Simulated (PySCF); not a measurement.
**aminodiethylborane (C₄H₁₂BN): geometry, NMR shifts, spin-spin couplings and electronic excitations**

Wanted: the NMR shifts, spin-spin couplings and electronic excitations of aminodiethylborane (C₄H₁₂BN) (`CCB(N)CC`), by calculation.

Programs: PySCF 2.14.0, with density-fitted response routines of our own. Each step states its level of theory. These are calculated values for one molecule in the gas phase, unless marked as measured. Atoms are numbered from 0 throughout.

**1. The molecule as given**

18 atoms, charge 0, multiplicity 1; geometry from: GFN2-xTB.

Bonds of the start (Å): C0–C1 1.53, C1–B2 1.60, B2–N3 1.38, B2–C4 1.60, C4–C5 1.53, C0–H6 1.09, C0–H7 1.09, C0–H8 1.09, C1–H9 1.09, C1–H10 1.09, N3–H11 1.01, N3–H12 1.01, C4–H13 1.09, C4–H14 1.09, C5–H15 1.09, C5–H16 1.09, C5–H17 1.09.

**2. Relaxing the molecule at PBE0-D3(BJ)/def2-SVP**

What the job is given:

```
{"job": {"xc": "PBE0", "basis": "def2-SVP", "d3": "d3bj", "grid": 1, "kind": "geom"}, "charge": 0, "multiplicity": 1}
C     -2.006580    -0.673180     0.464390
C     -1.024260     0.445440     0.831280
B      0.046240     0.727470    -0.321860
N     -0.386230     1.264300    -1.521030
C      1.594840     0.399420    -0.116530
C      1.855390    -1.078770     0.195140
H     -2.724600    -0.838490     1.265990
H     -2.558180    -0.425240    -0.440180
H     -1.473030    -1.604350     0.288320
H     -0.537540     0.175900     1.770380
H     -1.603160     1.350750     1.033910
H      0.222230     1.457300    -2.299330
H     -1.346750     1.496460    -1.713590
H      1.983820     0.992150     0.716400
H      2.186100     0.674750    -0.993920
H      1.291730    -1.389390     1.071380
H      2.911920    -1.259530     0.389090
H      1.550540    -1.702370    -0.643150
```

Command:

```sh
$ OMP_NUM_THREADS=1 python probes_run.py task.json out
```

One launch serves the whole session: the jobs run in the order shown.

**Question.** This job is followed by: GIAO PBE0/pcSseg-1 NMR shielding, non-relativistic, gas phase; B3LYP/pcJ-1 indirect spin-spin coupling, non-relativistic, gas phase; TDDFT PBE0/def2-SVPD, vertical, gas phase, core orbitals frozen in the response; GIAO wB97X-D/pcSseg-1 NMR shielding, non-relativistic, gas phase. Predict these results of the whole session: point group; rotational constants (main isotopes); ¹³C shifts against TMS (PBE0/pcSseg-1, means over atoms taken as alike); ¹H shifts against TMS (PBE0/pcSseg-1, means over atoms taken as alike); ¹¹B shifts against BF3·OEt2 (PBE0/pcSseg-1); ¹⁵N shifts against NH3 (PBE0/pcSseg-1); largest coupling of the table (B3LYP/pcJ-1); lowest singlet (PBE0/def2-SVPD); brightest single state of those computed; lowest triplet; vertical ionisation energy (ΔSCF); range of the shift of N3.

**Answer**, as computed:

| quantity | value |
| --- | --- |
| point group | C1 |
| rotational constants (main isotopes) | 3.62, 2.74, 1.80 GHz |
| ¹³C shifts against TMS (PBE0/pcSseg-1, means over atoms taken as alike) | 15.8, 11.9 ppm |
| ¹H shifts against TMS (PBE0/pcSseg-1, means over atoms taken as alike) | 3.43, 0.98, 0.65 ppm |
| ¹¹B shifts against BF3·OEt2 (PBE0/pcSseg-1) | 46.2 ppm |
| ¹⁵N shifts against NH3 (PBE0/pcSseg-1) | 106.0 ppm |
| largest coupling of the table (B3LYP/pcJ-1) | ¹J(C,H) C0–H6, 132.0 Hz |
| lowest singlet (PBE0/def2-SVPD) | 6.86 eV (181 nm), f = 0.001 |
| brightest single state of those computed | state 4, 7.94 eV, f = 0.130 |
| lowest triplet | 6.39 eV |
| vertical ionisation energy (ΔSCF) | 9.69 eV |
| range of the shift of N3 | 101.0 to 106.0 ppm |

What this shows: Relaxing lowered the energy by 0.062 eV in 12 steps; the close pair that moved most is B2–N3, from 1.383 to 1.401 Å. At PBE0/pcSseg-1: Shielding is most anisotropic at N3 (span 134 ppm, paramagnetic term -158 ppm). In the run at B3LYP/pcJ-1, the largest coupling of the table is C0–H6 (mean over like pairs), 132.0 Hz, of which the Fermi-contact term gives 130.2 Hz. Couplings across rotatable bonds belong to this one conformer; where others are populated, the observed values are averages. The one measured coupling, C1–B2, differs from the computed size by 0.2 Hz; vibrational averaging and surroundings are not included. The lowest singlet, at 6.86 eV, is HOMO→LUMO 0.60, HOMO→LUMO+1 0.34 and is dark; of the 10 states computed, the strongest absorption comes from states 4 to 5 together at 7.94 eV. The lowest triplet lies 0.47 eV below the lowest singlet (triplets in Tamm-Dancoff, singlets in full TDDFT). The orbital energy would give 7.79 eV for ionisation, ΔSCF gives 9.69 eV. Across the 2 runs the shift of N3 moves most, between 101.0 (wB97X-D/pcSseg-1) and 106.0 ppm (PBE0/pcSseg-1). Part of that comes from the computed reference.
